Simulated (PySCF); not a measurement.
# C6H8BrN: the cost of one run

Computed with PySCF 2.14.0 and routines of our own; the level stands in each step. Atoms count from 0.

### Step 1. The starting structure

16 atoms, charge 0, multiplicity 1; geometry from: GFN2-xTB.

### Step 2. Circular dichroism and optical rotation: TDDFT wB97X-D/def2-SVPD

Job settings and geometry (Å):

```
{"job": {"kind": "ecd", "xc": "wB97X-D", "basis": "def2-SVPD", "nstates": 8}, "charge": 0, "multiplicity": 1}
C     -1.476846    -0.737064    -0.422516
C     -0.468774     0.240876     0.166549
C     -1.152826     1.356439     0.769549
N     -1.669055     2.255677     1.251384
C      0.598910    -0.423365     1.075696
C      1.644971    -0.256891    -0.036134
C      0.685973     0.679746    -0.771571
Br     0.457449     0.373935    -2.683816
H     -2.089196    -0.246394    -1.177244
H     -2.129970    -1.112323     0.363293
H     -0.961554    -1.576840    -0.883496
H      0.369977    -1.445944     1.365776
H      0.818352     0.163817     1.965428
H      2.597712     0.182141     0.252247
H      1.831543    -1.180698    -0.580346
H      0.935735     1.735833    -0.666210
```

With the program's defaults for keys left out, this is: TDDFT wB97X-D/def2-SVPD circular dichroism and optical rotation, one conformer, gas phase.

Started as:

```bash
$ OMP_NUM_THREADS=2 python excited_run.py task.json out
```

The driver reads the jobs from task.json and runs them one after another.

Q: Estimate the wall time and peak memory of this first job on 2 threads of Intel Xeon 6975P-C, shared host.

About 55 s, with a peak of 1.3 GiB.
